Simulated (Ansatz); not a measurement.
# Cl3F2H5Si2: the cost of one run

Program: Ansatz 0.2.0, Gaussian basis. Level of theory: PBE-D4/def2-SVP. These are calculated values, not measurements.

## (1) The system as given

The start, a first-order saddle point found at PBE0-D4 in triple zeta: 12 atoms, charge 0, spin multiplicity 1.

Atoms are counted from 1 here; the program's logs count them from 0.

Bond lengths: Si1–Si2 2.339 Å, Si1–Cl3 2.042 Å, Si1–Cl4 2.036 Å, Si1–Cl5 2.047 Å, Si2–H10 1.477 Å, Si2–H11 1.506 Å, Si2–H12 1.657 Å, H6–F9 1.092 Å. Angles: Si2–Si1–Cl3 108.4°, Si2–Si1–Cl4 114.9°, Si2–Si1–Cl5 108.1°, Cl3–Si1–Cl4 108.2°, Cl3–Si1–Cl5 108.6°, Cl4–Si1–Cl5 108.5°, Si1–Si2–H10 122.8°, Si1–Si2–H11 98.2°, Si1–Si2–H12 121.3°, H10–Si2–H11 102.9°, H10–Si2–H12 114.6°, H11–Si2–H12 79.5°.

Geometry (Å):

```csv
atom,x (Å),y (Å),z (Å)
Si1,-1.5467,0.9039,-0.5849
Si2,0.2041,-0.6468,-0.5937
Cl3,-2.2657,1.0727,-2.4883
Cl4,-3.1009,0.4347,0.6442
Cl5,-0.7893,2.7164,-0.0109
H6,0.9949,-0.5526,1.8614
F7,-0.0282,-0.7688,1.2983
H8,1.9839,-0.2243,0.7286
F9,2.0531,-0.2969,1.9478
H10,-0.0199,-2.1052,-0.6628
H11,0.7665,-0.3285,-1.9545
H12,1.7484,-0.2046,-0.1852
```

## (2) Dynamics

Contents of md/in.yaml:

```yaml
crystal:
  periodic: [false, false, false]
  atoms:
    - {symbol: Si, position_ang: [-1.546651, 0.903892, -0.584946]}
    - {symbol: Si, position_ang: [0.204118, -0.646831, -0.593678]}
    - {symbol: Cl, position_ang: [-2.265748, 1.072742, -2.488276]}
    - {symbol: Cl, position_ang: [-3.100920, 0.434692, 0.644209]}
    - {symbol: Cl, position_ang: [-0.789333, 2.716400, -0.010938]}
    - {symbol: H, position_ang: [0.994946, -0.552636, 1.861366]}
    - {symbol: F, position_ang: [-0.028226, -0.768816, 1.298271]}
    - {symbol: H, position_ang: [1.983868, -0.224299, 0.728572]}
    - {symbol: F, position_ang: [2.053073, -0.296855, 1.947810]}
    - {symbol: H, position_ang: [-0.019867, -2.105245, -0.662790]}
    - {symbol: H, position_ang: [0.766458, -0.328458, -1.954530]}
    - {symbol: H, position_ang: [1.748380, -0.204588, -0.185173]}
basis:
  gaussian: {orbitals: def2-SVP}
hamiltonian: {xc: pbe, dispersion: d4}
md: {n_steps: 30, timestep: 0.75, temperature: 1500, ensemble: nvt_nose_hoover, seed: 363, initial_velocities: maxwell_boltzmann}
```

On the command line:

```console
$ ansatz run in.yaml --threads 2 --pin off --events-out ev --progress --plain --max-ram 20480MiB --backend cpu
```

Q: Estimate wall time and peak memory on 2 threads of AMD EPYC 7R13, shared host.

About 79 s, with a peak of 0.77 GiB.
